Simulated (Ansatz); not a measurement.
# C₂H₇ClGeSe: up Jacob's ladder to CCSD(T)

An exercise on one series of results from a longer session: the logs are not shown, and one member is left open.

Computed with Ansatz 0.2.0, Gaussian basis. Level: functionals in def2-TZVPP, the program's frozen cores in correlated methods.

The runs, in order: LDA (SPW92), PBE-D4, revPBE-D4, BLYP-D4, r2SCAN-D4, B97M-V, PBE0-D4, B3LYP-D4, r2SCANh-D4, r2SCAN0-D4, HSE06-D4, BHLYP-D4, CAM-B3LYP-D4, LC-ωPBE, ωB97X-V, ωB97M-V, B2PLYP, PBE-QIDH; CCSD(T)/def2-SVP; CCSD(T)/def2-TZVPP; MP2/def2-QZVPP; extrapolation to the limit.

**Structure used throughout**

The geometry comes from an earlier relaxation with PBE0-D4 in a triple-zeta def2 set; it is a stationary point, not always the lowest conformer.

SMILES `[CH3][Ge]([CH3])([Cl])[SeH]`, 12 atoms, charge 0, spin multiplicity 1.

Atoms are counted from 1 here; the program's logs count them from 0.

Bond lengths: C1–Ge2 1.941 Å, C1–H6 1.091 Å, C1–H7 1.090 Å, C1–H8 1.091 Å, Ge2–C3 1.941 Å, Ge2–Cl4 2.174 Å, Ge2–Se5 2.354 Å, C3–H9 1.090 Å, C3–H10 1.091 Å, C3–H11 1.091 Å, Se5–H12 1.468 Å. Angles: Ge2–C1–H6 109.7°, Ge2–C1–H7 109.8°, Ge2–C1–H8 109.4°, H6–C1–H7 109.3°, H6–C1–H8 109.7°, H7–C1–H8 108.9°, C1–Ge2–C3 115.6°, C1–Ge2–Cl4 105.8°, C1–Ge2–Se5 111.4°, C3–Ge2–Cl4 106.9°, C3–Ge2–Se5 107.3°, Cl4–Ge2–Se5 109.5°, Ge2–C3–H9 109.9°, Ge2–C3–H10 109.3°, Ge2–C3–H11 110.0°, H9–C3–H10 108.9°, H9–C3–H11 109.3°, H10–C3–H11 109.4° and more.

The first run:

File in.yaml:

```yaml
crystal:
  periodic: [false, false, false]
  atoms:
    - {symbol: C, position_ang: [-1.602152, 0.159475, 0.416083]}
    - {symbol: Ge, position_ang: [0.159303, 0.102043, -0.398143]}
    - {symbol: C, position_ang: [1.399452, -1.175968, 0.372808]}
    - {symbol: Cl, position_ang: [-0.161380, -0.493603, -2.463781]}
    - {symbol: Se, position_ang: [1.202024, 2.211271, -0.342686]}
    - {symbol: H, position_ang: [-1.514856, 0.457524, 1.461688]}
    - {symbol: H, position_ang: [-2.229185, 0.878038, -0.111388]}
    - {symbol: H, position_ang: [-2.063696, -0.827092, 0.352659]}
    - {symbol: H, position_ang: [2.340612, -1.156672, -0.176267]}
    - {symbol: H, position_ang: [0.972205, -2.177371, 0.307412]}
    - {symbol: H, position_ang: [1.586397, -0.929771, 1.419147]}
    - {symbol: H, position_ang: [-0.011822, 2.896926, -0.803632]}
basis:
  gaussian: {orbitals: def2-TZVPP}
hamiltonian: {xc: lda}
output: {orbitals: {seedname: orbitals}}
```

On the command line:

```console
$ ansatz run in.yaml --threads 2 --pin off --events-out ev --progress --plain --max-ram 32768MiB --backend cpu
```

Steps of the session up to this table: LDA; PBE-D4 (GGA); revPBE-D4 (GGA); BLYP-D4 (GGA); r2SCAN-D4 (meta-GGA); B97M-V (meta-GGA); PBE0-D4 (hybrid); B3LYP-D4 (hybrid); r2SCANh-D4 (hybrid); r2SCAN0-D4 (hybrid); HSE06-D4 (hybrid); BHLYP-D4 (hybrid); CAM-B3LYP-D4 (range-separated); LC-ωPBE (range-separated); ωB97X-V (range-separated); ωB97M-V (range-separated); B2PLYP (double hybrid); PBE-QIDH (double hybrid).

One of the session's tables, all rows but one given; the rest of the session is left out.

It belongs to the step «Orbital energies across the functionals». 

```
  functional  HOMO (eV)  gap (eV)
 LDA (SPW92)      -6.05      4.59
      PBE-D4      -5.90      4.70
   revPBE-D4      -5.85      4.74
     BLYP-D4          ?         ?
   r2SCAN-D4      -6.19      5.22
      B97M-V      -6.26      5.36
     PBE0-D4      -7.07      6.77
    B3LYP-D4      -6.82      6.26
  r2SCANh-D4      -6.62      5.97
  r2SCAN0-D4      -7.26      7.09
    HSE06-D4      -6.68      6.00
    BHLYP-D4      -8.07      8.73
CAM-B3LYP-D4      -8.35      9.07
     LC-ωPBE      -9.74     11.63
     ωB97X-V      -9.39     11.18
     ωB97M-V      -9.24     10.86
```

**Question.** Estimate the row for BLYP-D4.

Worked estimate for «HOMO (eV)». Against the share of exact exchange, B3LYP-D4 (0.2, -6.82), BHLYP-D4 (0.5, -8.07) give a slope of -4.17 per unit share; at 0 the line stands at -5.99.

As computed: HOMO (eV): -5.73; gap (eV): 4.60. In «HOMO (eV)» the line misses by -0.26.
